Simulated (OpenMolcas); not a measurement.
# Mo³⁺ among point charges: CASSCF and CASPT2 levels and susceptibility

How does a field of 6 point charges split the states of Mo³⁺, and what χT follows?

Method: state-averaged CASSCF and CASPT2, spin-orbit coupling by RASSI with atomic mean-field integrals. Code: OpenMolcas 26.06.

### 1 The system

- Species: Mo³⁺ (molybdenum, Z = 42, 39 electrons)
- Basis: ANO-RCC-VDZP [6s5p3d1f], 43 functions
- Scalar Hamiltonian: DKH2, point nucleus
- Inactive shells: 1s 2s 2p 3s 3p 3d 4s 4p
- Active space: 3 electrons in 5 orbitals (4d)
- Some configurations of this space: 4d3
- Orbitals: optimised for each spin and parity, averaged over all roots

Outer shells as boxes (Hund's rule):

4d3
```
4d [↑ ][↑ ][↑ ][  ][  ]
```

The ion sits among 6 point charges of -0.85 e arranged as a trigonal prism (D3h), 1.83 Å from the ion, with a polar angle of 48.1° against the regular 49.1°.

Each step is its own input file, run in one work folder so that later steps find the files of earlier ones. Labels, J, g values, rates, χT and fits are worked out afterwards by a script from the matrices that RASSI stores.

### 2 GATEWAY and SEWARD: basis and integrals

a.inp

```
&GATEWAY
Coord
1

Mo 0.0 0.0 0.0
Basis=ANO-RCC-VDZP
Group=NoSym
NoMove
AngMom=0.0 0.0 0.0
AMFI
XField
6 Angstrom 0
1.362474 0.000000 1.221706 -0.850000
-0.681237 1.179937 1.221706 -0.850000
-0.681237 -1.179937 1.221706 -0.850000
1.362474 0.000000 -1.221706 -0.850000
-0.681237 1.179937 -1.221706 -0.850000
-0.681237 -1.179937 -1.221706 -0.850000
&SEWARD
```

The run is started by

```bash
$ OMP_NUM_THREADS=1 MOLCAS_MEM=1689 MOLCAS_PROJECT=a pymolcas a.inp > a.log
```

Log:

```text
Basis set label: MO.ANO-RCC...6S5P3D1F.

      Electronic valence basis set:
      ------------------
      Associated Effective Charge  42.000000 au
      Associated Actual Charge     42.000000 au
      Nuclear Model: Point charge

      Shell  nPrim  nBasis  Cartesian Spherical Contaminant
         s      21       6        X
         p      18       5        X
         d      13       3                 X
         f       6       1                 X
                  Relativistic Douglas-Kroll-Hess integrals:
                    - DKH order of Hamiltonian: 2
                    - DKH order of Properties : 0
                  Atomic mean-field integrals
```

### 3 CASSCF: quartets, 10 roots

a.inp

```
&RASSCF
FileOrb=start.orb
Symmetry=1
Spin=4
nActEl=3 0 0
Inactive=18
Ras2=5
CIRoot=10 10 1
SDav=10
CIMx=300
Iter=120 100
PrWF=0.3
OrbListing=Nothing
MaxOrb=0
>>> COPY $Project.JobIph JOB001
```

start.orb holds the contracted functions of the basis, ordered by shell, or the orbitals of the step before.

Log:

```text
Wave function specifications:
      -----------------------------

      Number of closed shell electrons          36
      Number of electrons in active shells       3
      Max number of holes in RAS1 space          0
      Max nr of electrons in RAS3 space          0
      Number of inactive orbitals               18
      Number of active orbitals                  5
      Number of secondary orbitals              20
      Spin quantum number                      1.5
      State symmetry                             1
Orbital specifications:
      -----------------------

      Symmetry species                           1
                                                 a
      Frozen orbitals                            0
      Inactive orbitals                         18
      Active orbitals                            5
      RAS1 orbitals                              0
      RAS2 orbitals                              5
      RAS3 orbitals                              0
      Secondary orbitals                        20
      Deleted orbitals                           0
      Number of basis functions                 43
      Number of CSFs                            10
      Number of root(s) required                10
      Iter CI   SX   CI       RASSCF       Energy    max ROT     max BLB   max BLB  Level Ln srch  Step   QN
          iter iter root      energy       change     param      element    value   shift minimum  type update
 Nr of preliminary CI iterations:   1
      Total energies have been shifted. Add                -4000.00 au
        1   1    7    0   -48.24335425    0.00E+00   1.57E-01*  18  31 1 -2.32E-01*  0.33   0.00    SX    NO
        2   1    7    0   -48.36194185   -1.19E-01*  3.21E-02   17  30 1  6.16E-02*  0.42   0.00    SX    NO
        3   1    7    0   -48.36643842   -4.50E-03*  1.83E-02   22  35 1  6.58E-03*  0.42   0.00    SX    NO
        4   1    7    0   -48.36702486   -5.86E-04*  1.09E-02   21  24 1  3.83E-03*  0.42   0.00    SX    NO
        5   1    6    0   -48.36715758   -1.33E-04*  1.13E-02   21  24 1  2.27E-03*  0.42   2.07    LS   YES
        6   1    6    0   -48.36720602   -4.84E-05*  2.66E-03   17  30 1 -2.35E-03*  0.42   1.03    QN   YES
        7   1    6    0   -48.36721314   -7.12E-06*  1.37E-03   17  30 1 -5.36E-04*  0.42   1.52    LS   YES
        8   1    6    0   -48.36721407   -9.35E-07* -4.84E-04    9  31 1 -5.12E-04*  0.42   1.00    QN   YES
        9   1    5    0   -48.36721473   -6.54E-07* -1.91E-04   17  30 1  9.35E-05   0.42   1.13    QN   YES
       10   1    4    0   -48.36721477   -4.45E-08* -8.96E-05   17  30 1  2.37E-05   0.42   1.41    QN   YES
       11   1    4    0   -48.36721478   -7.14E-09   5.41E-06   16  26 1 -5.46E-06   0.42   1.08    QN   YES
      Convergence after 11 iterations
       12   1    4    0   -48.36721478   -1.37E-10   5.41E-06   16  26 1 -1.93E-06   0.42   1.08    QN   YES
      Natural orbitals and occupation numbers for root  1
      sym 1:   0.968785   0.031215   1.000000   0.031215   0.968785
      Natural orbitals and occupation numbers for root  2
      sym 1:   0.779991   0.220009   1.000000   0.779991   0.220009
      Natural orbitals and occupation numbers for root  3
      sym 1:   1.000000   0.779991   0.220009   0.220009   0.779991
::    RASSCF root number  1 Total energy:  -4048.42035569
::    RASSCF root number  2 Total energy:  -4048.39342481
::    RASSCF root number  3 Total energy:  -4048.39342481
::    RASSCF root number  4 Total energy:  -4048.38513024
::    RASSCF root number  5 Total energy:  -4048.38501727
::    RASSCF root number  6 Total energy:  -4048.35909128
::    RASSCF root number  7 Total energy:  -4048.35909128
::    RASSCF root number  8 Total energy:  -4048.34005182
::    RASSCF root number  9 Total energy:  -4048.34005181
::    RASSCF root number 10 Total energy:  -4048.29650877
```

### 4 Reference wave functions, doublets, 40 roots

a.inp

```
&RASSCF
FileOrb=start.orb
Symmetry=1
Spin=2
nActEl=3 0 0
Inactive=18
Ras2=5
CIRoot=40 40 1
SDav=40
CIMx=300
Iter=120 100
PrWF=0.3
OrbListing=Nothing
MaxOrb=0
>>> COPY $Project.JobIph JOB002
```

Log:

```text
Wave function specifications:
      -----------------------------

      Number of closed shell electrons          36
      Number of electrons in active shells       3
      Max number of holes in RAS1 space          0
      Max nr of electrons in RAS3 space          0
      Number of inactive orbitals               18
      Number of active orbitals                  5
      Number of secondary orbitals              20
      Spin quantum number                      0.5
      State symmetry                             1
Orbital specifications:
      -----------------------

      Symmetry species                           1
                                                 a
      Frozen orbitals                            0
      Inactive orbitals                         18
      Active orbitals                            5
      RAS1 orbitals                              0
      RAS2 orbitals                              5
      RAS3 orbitals                              0
      Secondary orbitals                        20
      Deleted orbitals                           0
      Number of basis functions                 43
      Number of CSFs                            40
      Number of root(s) required                40
      Iter CI   SX   CI       RASSCF       Energy    max ROT     max BLB   max BLB  Level Ln srch  Step   QN
          iter iter root      energy       change     param      element    value   shift minimum  type update
 Nr of preliminary CI iterations:   1
      Total energies have been shifted. Add                -4000.00 au
        1   1    7    0   -48.28535230    0.00E+00  -1.05E-02   19  32 1 -7.57E-03*  0.41   0.00    SX    NO
        2   1    6    0   -48.28591670   -5.64E-04*  2.45E-03   16  30 1 -5.82E-03*  0.40   0.00    SX    NO
        3   1    6    0   -48.28596182   -4.51E-05*  1.56E-03   16  30 1 -1.16E-03*  0.40   0.00    SX    NO
        4   1    5    0   -48.28596793   -6.12E-06*  9.30E-04   18  31 1 -4.95E-04*  0.40   0.00    SX    NO
        5   1    5    0   -48.28596916   -1.23E-06*  9.15E-04   21  24 1  1.77E-04*  0.40   1.99    LS   YES
        6   1    5    0   -48.28596957   -4.03E-07*  2.66E-04   17  29 1  1.87E-04*  0.40   1.00    QN   YES
        7   1    5    0   -48.28596965   -8.02E-08*  2.08E-04   16  30 1  5.74E-05   0.40   1.78    LS   YES
        8   1    5    0   -48.28596967   -1.91E-08*  3.06E-05   18  31 1 -4.83E-05   0.40   1.00    QN   YES
        9   1    4    0   -48.28596967   -3.96E-09   1.78E-05   19  27 1  5.74E-06   0.40   1.07    QN   YES
      Convergence after  9 iterations
       10   1    4    0   -48.28596967   -4.22E-10   1.78E-05   14  34 1  2.72E-06   0.40   1.07    QN   YES
      Natural orbitals and occupation numbers for root  1
      sym 1:   0.992151   0.012710   0.013037   0.978472   1.003630
      Natural orbitals and occupation numbers for root  2
      sym 1:   0.993481   0.013037   0.012710   1.002853   0.977918
      Natural orbitals and occupation numbers for root  3
      sym 1:   0.540408   0.048605   0.047946   1.410409   0.952631
::    RASSCF root number  1 Total energy:  -4048.35876594
::    RASSCF root number  2 Total energy:  -4048.35876594
::    RASSCF root number  3 Total energy:  -4048.35172218
::    RASSCF root number  4 Total energy:  -4048.35172218
::    RASSCF root number  5 Total energy:  -4048.34555344
::    RASSCF root number  6 Total energy:  -4048.33537543
::    RASSCF root number  7 Total energy:  -4048.33461476
::    RASSCF root number  8 Total energy:  -4048.33362502
::    RASSCF root number  9 Total energy:  -4048.32803647
::    RASSCF root number 10 Total energy:  -4048.32803647
::    RASSCF root number 11 Total energy:  -4048.32745299
::    RASSCF root number 12 Total energy:  -4048.32745299
::    RASSCF root number 13 Total energy:  -4048.32242086
::    RASSCF root number 14 Total energy:  -4048.32242086
::    RASSCF root number 15 Total energy:  -4048.31308052
::    RASSCF root number 16 Total energy:  -4048.31263467
::    RASSCF root number 17 Total energy:  -4048.31008707
::    RASSCF root number 18 Total energy:  -4048.31008707
::    RASSCF root number 19 Total energy:  -4048.30564977
::    RASSCF root number 20 Total energy:  -4048.30564976
::    RASSCF root number 21 Total energy:  -4048.29178471
::    RASSCF root number 22 Total energy:  -4048.29178471
::    RASSCF root number 23 Total energy:  -4048.28839403
::    RASSCF root number 24 Total energy:  -4048.28839403
::    RASSCF root number 25 Total energy:  -4048.28739169
::    RASSCF root number 26 Total energy:  -4048.28542347
::    RASSCF root number 27 Total energy:  -4048.28542347
::    RASSCF root number 28 Total energy:  -4048.27744514
::    RASSCF root number 29 Total energy:  -4048.26347517
::    RASSCF root number 30 Total energy:  -4048.26245442
```

(Part 1 of 2 ends here.)
